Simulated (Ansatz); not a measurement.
# C3H10AlF: the cost of one run

All numbers below are computed with Ansatz 0.2.0 (UKS BHLYP-D4/def2-SVP).

### 1 The structure to begin with

Bond lengths: Al1–F2 2.110 Å, Al1–C3 1.980 Å, Al1–C4 1.981 Å, Al1–H5 1.791 Å, Al1–C6 2.292 Å, C3–H7 1.095 Å, C3–H8 1.093 Å, C3–H9 1.095 Å, C4–H10 1.094 Å, C4–H11 1.094 Å, C4–H12 1.094 Å, C6–H13 1.099 Å, C6–H14 1.091 Å, C6–H15 1.090 Å. Angles (14 of 28 angles, heavy atoms first): F2–Al1–C3 106.7°, F2–Al1–C4 111.1°, F2–Al1–C6 72.5°, C3–Al1–C4 132.5°, C3–Al1–C6 112.5°, C4–Al1–C6 105.6°, F2–Al1–H5 35.0°, C3–Al1–H5 113.6°, C4–Al1–H5 113.9°, H5–Al1–C6 37.5°, Al1–C3–H7 110.9°, Al1–C3–H8 113.4°, Al1–C3–H9 112.4°, Al1–C4–H10 111.5°.

Coordinates:

```xyz
15

Al    0.3594    0.1085   -0.2293
F     1.3556   -1.5417    0.6291
C     0.0747   -0.3284   -2.1397
C     0.8345    1.7909    0.7016
H     0.1903   -1.3007    0.8625
C    -1.1326   -0.9582    1.1448
H     0.8177   -1.0520   -2.4907
H     0.1444    0.5408   -2.7993
H    -0.9032   -0.7865   -2.3224
H     1.4136    1.5968    1.6089
H     1.4327    2.4688    0.0855
H    -0.0487    2.3554    1.0140
H    -1.8547   -0.3056    0.6351
H    -1.1125   -0.6323    2.1861
H    -1.5713   -1.9556    1.1137
```

### 2 Pulling towards end A

Springs on the bonds that form and break draw the guess towards this end; the thresholds are loose.

Contents of input.yaml:

```yaml
crystal:
  periodic: [false, false, false]
  atoms:
    - { symbol: Al, position_ang: [0.3594, 0.1085, -0.2293] }
    - { symbol: F, position_ang: [1.3556, -1.5417, 0.6291] }
    - { symbol: C, position_ang: [0.0747, -0.3284, -2.1397] }
    - { symbol: C, position_ang: [0.8345, 1.7909, 0.7016] }
    - { symbol: H, position_ang: [0.1903, -1.3007, 0.8625] }
    - { symbol: C, position_ang: [-1.1326, -0.9582, 1.1448] }
    - { symbol: H, position_ang: [0.8177, -1.052, -2.4907] }
    - { symbol: H, position_ang: [0.1444, 0.5408, -2.7993] }
    - { symbol: H, position_ang: [-0.9032, -0.7865, -2.3224] }
    - { symbol: H, position_ang: [1.4136, 1.5968, 1.6089] }
    - { symbol: H, position_ang: [1.4327, 2.4688, 0.0855] }
    - { symbol: H, position_ang: [-0.0487, 2.3554, 1.014] }
    - { symbol: H, position_ang: [-1.8547, -0.3056, 0.6351] }
    - { symbol: H, position_ang: [-1.1125, -0.6323, 2.1861] }
    - { symbol: H, position_ang: [-1.5713, -1.9556, 1.1137] }
magnetization:
  spin_polarized: true
basis:
  gaussian: { orbitals: def2-SVP }
hamiltonian:
  xc: { name: BHLYP }
  dispersion: d4
relax:
  f_tol: 0.15
  max_steps: 25
  restrain:
    - { distance: [0, 5], at: 3.27, k: 30.0 }
    - { distance: [4, 1], at: 2.18, k: 30.0 }
    - { distance: [0, 1], at: 1.78, k: 30.0 }
    - { distance: [4, 5], at: 1.07, k: 30.0 }
```

Started as:

```sh
> ansatz run input.yaml --threads 4 --pin off --max-ram 5120MiB --backend cpu --events-out ev --progress --plain --runs-dir out
```

What time and memory should one allow on 4 threads of Arm Neoverse N1, shared host?

About 53 s, with a peak of 0.41 GiB.
